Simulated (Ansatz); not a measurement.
**AlAsH₅N: one structure at several levels**

The task here is to estimate one member of a computed series from the others.

Computed with Ansatz 0.2.0, Gaussian basis. Level: single points in def2-TZVPP.

Correlated methods freeze the cores. Filled d shells of the heavier atoms are correlated. B3LYP uses VWN-RPA correlation.

**Where the work starts**

SMILES `[AlH2][NH][AsH2]`, 8 atoms, charge 0, spin multiplicity 1.

Atoms are counted from 1 here; the program's logs count them from 0.

Bond lengths: Al1–N2 1.764 Å, Al1–H4 1.458 Å, Al1–H5 1.479 Å, N2–As3 1.994 Å, N2–H6 0.859 Å, As3–H7 1.345 Å, As3–H8 1.405 Å. Angles: N2–Al1–H4 115.0°, N2–Al1–H5 120.1°, H4–Al1–H5 124.8°, Al1–N2–As3 104.1°, Al1–N2–H6 146.8°, As3–N2–H6 108.5°, N2–As3–H7 97.6°, N2–As3–H8 90.8°, H7–As3–H8 78.9°.

Geometry (Å):

```xyz
8

Al   -0.8997    0.6966   -0.5032
N     0.3335    0.6647    0.7581
As    1.1440   -1.1503    0.6015
H    -2.1791    0.1051   -0.1305
H    -0.5858    1.2614   -1.8332
H     0.6684    1.0549    1.4462
H     1.3997   -1.1177   -0.7189
H    -0.0559   -1.6641    0.0816
```

Set-up of the first run:

run/in.yaml reads:

```yaml
crystal:
  periodic: [false, false, false]
  atoms:
    - {symbol: Al, position_ang: [-0.899700, 0.696600, -0.503200]}
    - {symbol: N, position_ang: [0.333500, 0.664700, 0.758100]}
    - {symbol: As, position_ang: [1.144000, -1.150300, 0.601500]}
    - {symbol: H, position_ang: [-2.179100, 0.105100, -0.130500]}
    - {symbol: H, position_ang: [-0.585800, 1.261400, -1.833200]}
    - {symbol: H, position_ang: [0.668400, 1.054900, 1.446200]}
    - {symbol: H, position_ang: [1.399700, -1.117700, -0.718900]}
    - {symbol: H, position_ang: [-0.055900, -1.664100, 0.081600]}
basis:
  gaussian: {orbitals: def2-TZVPP}
correlation: {method: ccsd_t}
output: {forces: true}
```

No record of the launch command was kept for these runs.

Among the steps run: CCSD(T)/def2-TZVPP; PBE0-D4/def2-TZVPP; wB97M-V/def2-TZVPP; r2SCAN-D4/def2-TZVPP; PBE-D4/def2-TZVPP; BHLYP-D4/def2-TZVPP; B3LYP-D4/def2-TZVPP.

One table of the session follows, with a row left open; its other results are not shown here.

| method | RMS force component (eV/Å) | angle to CCSD(T) forces (°) | dipole (D) |
| --- | --- | --- | --- |
| CCSD(T) | 3.697 | reference | 0.78 |
| PBE0-D4 | 3.748 | 1.2 | 0.82 |
| wB97M-V | 3.693 | 0.8 | 0.88 |
| r2SCAN-D4 | ? | ? | ? |
| PBE-D4 | 3.794 | 2.7 | 0.89 |
| BHLYP-D4 | 3.628 | 1.9 | 0.82 |
| B3LYP-D4 | 3.675 | 1.7 | 0.88 |

Estimate the missing values for r2SCAN-D4.

The run gave: RMS force component (eV/Å): 3.705; angle to CCSD(T) forces (°): 1.3; dipole (D): 0.80. In the column «RMS force component (eV/Å)» it lies between CCSD(T) (3.697) and PBE0-D4 (3.748).
